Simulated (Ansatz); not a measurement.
# H9NOSi2: the cost of one run

Computed with Ansatz 0.2.0, Gaussian basis. Level: PBE0-D4, def2-SVP first, then def2-TZVP.

152 further runs of the same task are left out: 152 set aside as unsound or not needed. Runs told in other sessions of the task aren't counted.

## 1. Where the work starts

The guess: 13 atoms, charge 0, spin multiplicity 1.

Atoms are counted from 1 here; the program's logs count them from 0.

Bond lengths: Si1–N2 1.872 Å, Si1–H3 1.465 Å, Si1–H4 1.507 Å, Si1–Si5 2.296 Å, N2–H6 1.210 Å, N2–H8 1.010 Å, N2–H9 1.011 Å, Si5–H10 1.472 Å, Si5–H11 1.469 Å, Si5–H12 1.464 Å, O7–H13 0.956 Å. Angles: N2–Si1–H3 106.2°, N2–Si1–H4 95.5°, N2–Si1–Si5 113.1°, H3–Si1–H4 98.3°, H3–Si1–Si5 130.2°, H4–Si1–Si5 106.9°, Si1–N2–H6 82.5°, Si1–N2–H8 115.8°, Si1–N2–H9 116.2°, H6–N2–H8 115.4°, H6–N2–H9 116.7°, H8–N2–H9 108.5°, Si1–Si5–H10 110.9°, Si1–Si5–H11 114.5°, Si1–Si5–H12 112.2°, H10–Si5–H11 105.7°, H10–Si5–H12 105.5°, H11–Si5–H12 107.4°.

Coordinates:

```mol
H9NOSi2
  3D, bonds by distance, orders not assigned

 13 11  0  0  0  0  0  0  0  0999 V2000
   -0.7134   -0.3954    0.2934 Si  0  0
    0.8279   -0.7074    1.3082 N   0  0
   -1.7111    0.1446    1.2199 H   0  0
   -1.1756   -1.8294    0.2890 H   0  0
   -0.2576    0.1652   -1.8860 Si  0  0
    0.9517    0.4912    1.1977 H   0  0
    0.3303    1.4500    0.6001 O   0  0
    1.5444   -1.2609    0.8603 H   0  0
    0.6824   -1.0649    2.2422 H   0  0
   -0.7117   -0.8906   -2.8059 H   0  0
    1.1679    0.3609   -2.1797 H   0  0
   -0.9623    1.3781   -2.3045 H   0  0
    0.0269    2.1586    1.1652 H   0  0
  1  2  8  0
  1  3  8  0
  1  4  8  0
  1  5  8  0
  2  6  8  0
  2  8  8  0
  2  9  8  0
  5 10  8  0
  5 11  8  0
  5 12  8  0
  7 13  8  0
M  END
```

Distances that are to change: Si1–O7 2.14 Å, N2–H6 1.21 Å, Si1–N2 1.87 Å, H6–O7 1.29 Å.

## 2. Relaxing the guess with the reacting distances held

hold/in.yaml reads:

```yaml
crystal:
  periodic: [false, false, false]
  atoms:
    - {symbol: Si, position_ang: [-0.713400, -0.395400, 0.293400]}
    - {symbol: N, position_ang: [0.827900, -0.707400, 1.308200]}
    - {symbol: H, position_ang: [-1.711100, 0.144600, 1.219900]}
    - {symbol: H, position_ang: [-1.175600, -1.829400, 0.289000]}
    - {symbol: Si, position_ang: [-0.257600, 0.165200, -1.886000]}
    - {symbol: H, position_ang: [0.951700, 0.491200, 1.197700]}
    - {symbol: O, position_ang: [0.330300, 1.450000, 0.600100]}
    - {symbol: H, position_ang: [1.544400, -1.260900, 0.860300]}
    - {symbol: H, position_ang: [0.682400, -1.064900, 2.242200]}
    - {symbol: H, position_ang: [-0.711700, -0.890600, -2.805900]}
    - {symbol: H, position_ang: [1.167900, 0.360900, -2.179700]}
    - {symbol: H, position_ang: [-0.962300, 1.378100, -2.304500]}
    - {symbol: H, position_ang: [0.026900, 2.158600, 1.165200]}
basis:
  gaussian: {orbitals: def2-SVP}
hamiltonian: {xc: pbe0, dispersion: d4}
relax: {f_tol: 0.04, max_steps: 150, escape_saddle: false, constraints: [{distance: [0, 6]}, {distance: [1, 5]}, {distance: [0, 1]}, {distance: [5, 6]}]}
```

Run with:

```sh
$ ansatz run in.yaml --threads 8 --pin off --events-out ev --progress --plain --max-ram 19148MiB
```

**Question.** How long does this run take on 8 threads of Intel Xeon 6975P-C, shared host?

About 3.8 s.
